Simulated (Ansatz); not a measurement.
# LaAs: a single-point run

Aim: a sound single-point run of LaAs. The structure is shown as the input types it.

Method: DFT, PBEsol, all-electron LAPW, scalar-relativistic, in Ansatz 0.2.0.

### Step 1. The starting structure

The structure is cubic, space group Fm-3m (No. 225). Conventional cell: a = 6.198 Å, b = 6.198 Å, c = 6.198 Å, α = 90.00°, β = 90.00°, γ = 90.00°. La (site symmetry m-3m) has 6 As at 3.10 Å as nearest neighbours. As (site symmetry m-3m) has 6 La at 3.10 Å as nearest neighbours.

Coordinates:

```cif
data_structure
_symmetry_space_group_name_H-M 'Fm-3m'
_symmetry_Int_Tables_number 225
_cell_length_a 6.1982
_cell_length_b 6.1982
_cell_length_c 6.1982
_cell_angle_alpha 90.000
_cell_angle_beta 90.000
_cell_angle_gamma 90.000
_cell_volume 238.12
loop_
_atom_site_label
_atom_site_type_symbol
_atom_site_symmetry_multiplicity
_atom_site_Wyckoff_symbol
_atom_site_fract_x
_atom_site_fract_y
_atom_site_fract_z
_atom_site_occupancy
La1 La 4 a 0.00000 0.00000 0.00000 1
As1 As 4 b 0.50000 0.00000 0.00000 1
```

### Step 2. Input and run

input.yaml

```yaml
crystal:
  lattice:
    - [0.0, 3.0990845977, 3.0990845977]
    - [3.0990845977, 0.0, 3.0990845977]
    - [3.0990845977, 3.0990845977, 0.0]
  atoms:
    - { symbol: La, position: [0.0, 0.0, 0.0] }
    - { symbol: As, position: [0.5, 0.5, 0.5] }
kpoints:
  mp_grid: { grid: [10, 10, 10] }
  band_path:
    path:
      - [0.0, 0.0, 0.0]
      - [0.5, 0.0, 0.5]
      - [0.625, 0.25, 0.625]
      - [0.375, 0.375, 0.75]
      - [0.0, 0.0, 0.0]
      - [0.5, 0.5, 0.5]
      - [0.5, 0.25, 0.75]
      - [0.5, 0.0, 0.5]
    npoints: 14
scf:
  occupations: { method: fixed }
  max_iter: 75
hamiltonian:
  xc: pbesol
  pseudopotentials: { kind: all_electron, lapw: { basis_error: 0.001 } }
output:
  forces: true
  stress: true
  eigenvalues: true
  populations: true
```

Run with:

```bash
ansatz run input.yaml --threads 1 --pin off --max-ram 2048MiB --backend cpu --events-out ev --progress --plain --runs-dir out
```

What happens when this is run?

The program finished normally, with warnings (band overlap at count, metallic iterate). That alone doesn't make the input a sound one.

Look at the input: scf.occupations.method is fixed; scf.occupations.width is missing. The risk: fixed occupations where they can't hold. It still converged here, which does not make the setting sound.

To check: set scf.occupations.method to fermi_dirac and scf.occupations.width to 0.05.
